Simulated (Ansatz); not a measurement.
# H4RuCl: one candidate of a structure search

The task: take a trial cell of H4RuCl to zero force and stress.

Program: Ansatz 0.2.0. Level of theory: DFT PBE, scalar-relativistic, plane waves, PAW. These are calculated values, not measurements.

### Step 1. The structure to begin with

The structure is tetragonal, space group P4/mmm (No. 123). The conventional cell has a = 3.250 Å, b = 3.250 Å, c = 5.602 Å, α = 90.00°, β = 90.00°, γ = 90.00°. Around H (site symmetry mmm) lie 2 Ru at 1.63 Å. H (site symmetry 4mm) is surrounded by 1 Ru at 1.55 Å. Around Ru (site symmetry 4/mmm) lie 6 H at 1.55 to 1.63 Å. Around Cl (site symmetry 4/mmm) lie 8 H at 2.62 Å.

Coordinates:

```xyz
6
Lattice="3.2502 0.0000 0.0000 0.0000 3.2502 0.0000 0.0000 0.0000 5.6022" Properties=species:S:1:pos:R:3 pbc="T T T"
H     1.6251    0.0000    0.0000
H     0.0000    1.6251    0.0000
H     0.0000    0.0000    1.5518
H     0.0000    0.0000    4.0504
Ru    0.0000    0.0000    0.0000
Cl    1.6251    1.6251    2.8011
```

Recipe of the guess: species swapped into a database cell of RbAlF4 (P4/mmm, No. 123), with Cl on the Rb sites, Ru on the Al sites and H on the F sites. Its size is a rough estimate.

### Step 2. The guess as it stands, on a coarse mesh

File input.yaml:

```yaml
crystal:
  lattice:
    - [3.25024734, 0.0, 0.0]
    - [0.0, 3.25024734, 0.0]
    - [0.0, 0.0, 5.60224783]
  atoms:
    - { symbol: H, position: [0.5, 0.0, 0.0] }
    - { symbol: H, position: [0.0, 0.5, 0.0] }
    - { symbol: H, position: [0.0, 0.0, 0.27700001] }
    - { symbol: H, position: [0.0, 0.0, 0.72299999] }
    - { symbol: Ru, position: [0.0, 0.0, 0.0], spin: 1.0 }
    - { symbol: Cl, position: [0.5, 0.5, 0.5] }
basis:
  ecutwfc: 420
kpoints:
  mp_grid: { grid: [6, 6, 4] }
hamiltonian:
  xc: pbe
scf:
  occupations: { method: gaussian, width: 0.1 }
  lower_state_search: "off"
output:
  forces: true
  stress: true
  eigenvalues: true
  populations: true
magnetization:
  spin_polarized: true
```

Run with:

```sh
> ansatz run input.yaml --threads 1 --pin off --max-ram 2560MiB --backend cpu --events-out ev --progress --plain --runs-dir out
```

Further runs follow: coarse relaxation; relaxation on the finer mesh.

Before running it: what results should come out? Wanted: conventional cell; volume; energy over the elements; gap on the mesh; total moment.

The runs gave:

| quantity | value |
| --- | --- |
| symmetry at the end (tolerance 0.05 Å) | space group P4/mmm (No. 123) |
| conventional cell | a = 3.582 Å, b = 3.582 Å, c = 4.474 Å, α = 90.00°, β = 90.00°, γ = 90.00° |
| volume | 9.57 Å³/atom |
| energy over the elements (uncorrected; H, N, O, F and Cl as molecules) | +0.65 eV/atom |
| gap on the mesh | none (metal) |
| total moment | 2.17 μB/cell |

The space group P4/mmm (No. 123) is kept, and the volume per atom shrinks by 3.0 % from the first guess. With a positive formation energy it can't be a ground state. No finished test with a distortion of lower symmetry is shown, so the end may be a saddle point. Other magnetic orders were not searched.
